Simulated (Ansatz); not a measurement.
# GeH₄S₂Si: up Jacob's ladder to CCSD(T)

An exercise on one series of results from a longer session: the logs are not shown, and one member is left open.

The runs use Ansatz 0.2.0, Gaussian basis; functionals in def2-TZVPP, the program's frozen cores in correlated methods.

Levels to be run: LDA (SPW92), PBE-D4, revPBE-D4, BLYP-D4, r2SCAN-D4, B97M-V, PBE0-D4, B3LYP-D4, r2SCANh-D4, r2SCAN0-D4, HSE06-D4, BHLYP-D4, CAM-B3LYP-D4, LC-ωPBE, ωB97X-V, ωB97M-V, B2PLYP, PBE-QIDH; CCSD(T)/def2-SVP; CCSD(T)/def2-TZVPP; MP2/def2-QZVPP; extrapolation to the limit; RPA on PBE.

## The geometry

All runs share one geometry, relaxed beforehand with PBE0-D4 in a triple-zeta def2 set.

SMILES `[SiH3][GeH]1[S][S]1`, 8 atoms, charge 0, spin multiplicity 1.

Atoms are counted from 1 here; the program's logs count them from 0.

Bond lengths: Si1–Ge2 2.369 Å, Si1–H5 1.485 Å, Si1–H6 1.485 Å, Si1–H7 1.481 Å, Ge2–S3 2.202 Å, Ge2–S4 2.202 Å, Ge2–H8 1.534 Å, S3–S4 2.136 Å. Angles: Ge2–Si1–H5 109.3°, Ge2–Si1–H6 109.3°, Ge2–Si1–H7 106.4°, H5–Si1–H6 109.4°, H5–Si1–H7 111.2°, H6–Si1–H7 111.2°, Si1–Ge2–S3 114.6°, Si1–Ge2–S4 114.6°, Si1–Ge2–H8 123.3°, S3–Ge2–S4 58.0°, S3–Ge2–H8 114.5°, S4–Ge2–H8 114.4°, Ge2–S3–S4 61.0°, Ge2–S4–S3 61.0°.

The first run:

in.yaml reads:

```yaml
crystal:
  periodic: [false, false, false]
  atoms:
    - {symbol: Si, position_ang: [-0.686397, 1.064041, -0.499337]}
    - {symbol: Ge, position_ang: [0.104359, -0.978164, 0.404391]}
    - {symbol: S, position_ang: [1.940902, -0.798548, 1.606630]}
    - {symbol: S, position_ang: [2.066899, -1.621959, -0.360056]}
    - {symbol: H, position_ang: [-1.448287, 0.788813, -1.743913]}
    - {symbol: H, position_ang: [-1.575854, 1.726395, 0.488235]}
    - {symbol: H, position_ang: [0.511209, 1.889029, -0.777422]}
    - {symbol: H, position_ang: [-0.820631, -2.126707, 0.825772]}
basis:
  gaussian: {orbitals: def2-TZVPP}
hamiltonian: {xc: lda}
output: {orbitals: {seedname: orbitals}}
```

The run is started by

```
> ansatz run in.yaml --threads 4 --pin off --events-out ev --progress --plain --max-ram 10444MiB
```

Steps of the session up to this table: LDA; PBE-D4 (GGA); revPBE-D4 (GGA); BLYP-D4 (GGA); r2SCAN-D4 (meta-GGA); B97M-V (meta-GGA); B3LYP-D4 (hybrid); r2SCANh-D4 (hybrid); r2SCAN0-D4 (hybrid); HSE06-D4 (hybrid); BHLYP-D4 (hybrid); CAM-B3LYP-D4 (range-separated); LC-ωPBE (range-separated); ωB97X-V (range-separated); ωB97M-V (range-separated); B2PLYP (double hybrid); PBE-QIDH (double hybrid).

One of the session's tables, all rows but one given; the rest of the session is left out.

It belongs to the step «Orbital energies across the functionals». 

```
  functional  HOMO (eV)  LUMO (eV)  gap (eV)
 LDA (SPW92)      -5.08      -2.46      2.61
      PBE-D4      -4.96      -2.26      2.70
   revPBE-D4      -4.91      -2.19      2.72
     BLYP-D4      -4.78      -2.10      2.68
   r2SCAN-D4      -5.18      -2.14      3.05
      B97M-V          ?          ?         ?
     PBE0-D4      -6.12      -1.34      4.79
    B3LYP-D4      -5.87      -1.50      4.37
  r2SCANh-D4      -5.62      -1.79      3.83
  r2SCAN0-D4      -6.27      -1.29      4.98
    HSE06-D4      -5.73      -1.71      4.01
    BHLYP-D4      -7.13      -0.37      6.76
CAM-B3LYP-D4      -7.38      -0.23      7.15
     LC-ωPBE      -8.76       0.78      9.54
     ωB97X-V      -8.41       0.71      9.12
     ωB97M-V      -8.25       0.57      8.82
```

**Question.** Estimate the row for B97M-V.

**Answer.** HOMO (eV): -5.28; LUMO (eV): -2.03; gap (eV): 3.24. In the column «HOMO (eV)» it lies between r2SCANh-D4 (-5.62) and r2SCAN-D4 (-5.18).
